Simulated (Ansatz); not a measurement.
Runs of Ansatz 0.2.0 on Ir4W. The structure is trigonal, space group R-3m (No. 166). Conventional cell: a = 2.756 Å, b = 2.756 Å, c = 33.932 Å, α = 90.00°, β = 90.00°, γ = 120.00°. Ir (site symmetry 3m) has 9 Ir at 2.76 to 2.80 Å and 3 W at 2.76 Å as nearest neighbours. Ir (site symmetry 3m) has 12 Ir at 2.72 to 2.80 Å as nearest neighbours. W (site symmetry -3m) has 6 W at 2.76 Å and 6 Ir at 2.76 Å as nearest neighbours. The cell comes from a database or a generator and needn't be the stable form of this composition.

```tsv
level	cutoff (eV)	gap on the mesh (eV)	pressure (GPa)	largest force (eV/Å)
r2SCAN	500	none	(b)	0.06
PBEsol	420	none	-11.9	0.03
BLYP	420	none	(c)	0.09
RPBE	420	none	2.6	0.03
revPBE	420	none	1.5	(a)
```

Alike in all rows: task band structure; potentials or basis Ansatz PAW; no spin polarisation; cell as given; k mesh 11 × 11 × 11; smearing fermi-dirac 0.05 eV.

Fill in the values left out.

(a) 0.02; (b) -8.2; (c) 13.6.

Caveats: spin-orbit coupling is left out, which moves the levels of the heavy elements; the PAW data sets come from PBE, with cores solved anew for the run's functional, which leaves a small shift of forces and pressure.

A k mesh can miss the band edges, and the runs leave out spin-orbit coupling on Ir, W.

A gap of «none» marks a metal or a gap under the smearing width.

Runs at the PBE level aren't shown here.
